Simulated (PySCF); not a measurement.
# CH7BPSb: the cost of one run

Computed with PySCF 2.14.0 and routines of our own; the level stands in each step. Atoms count from 0.

## (1) The system as given

11 atoms, charge 0, multiplicity 1; geometry from: GFN2-xTB.

## (2) NMR shieldings: PBE0/pcSseg-1 Sb:us-x2c-TZVPall-2c, spin–orbit

What the job is given:

```
{"job": {"kind": "hnmr", "xc": "PBE0", "basis": {"default": "pcSseg-1", "Sb": "us-x2c-TZVPall-2c"}, "rel": "so"}, "charge": 0, "multiplicity": 1}
C      0.206107    -1.477201     0.267990
B     -0.129778    -0.023362    -0.212920
P     -1.896047     0.539583    -0.425398
Sb     1.438432     1.196864    -1.163361
H      1.156902    -1.537858     0.798205
H     -0.560107    -1.934254     0.894419
H      0.311796    -2.116170    -0.612968
H     -1.782644     1.848036     0.005584
H     -2.454081     0.075045     0.750612
H      2.629616     0.825892    -0.023778
H      1.085229     2.606095    -0.304349
```

With the program's defaults for keys left out, this is: PBE0/pcSseg-1 Sb:us-x2c-TZVPall-2c GIAO NMR shielding, X2C with spin-orbit coupling, screened-nuclear two-electron part, Gaussian nuclei, gas phase.

On the command line:

```bash
$ OMP_NUM_THREADS=1 python heavy_run.py task.json out
```

This one command runs all jobs of the session in turn.

Q: Estimate the wall time and peak memory of this first job on 1 thread of Arm Neoverse V2, shared host.

About 99 s, with a peak of 1.3 GiB.
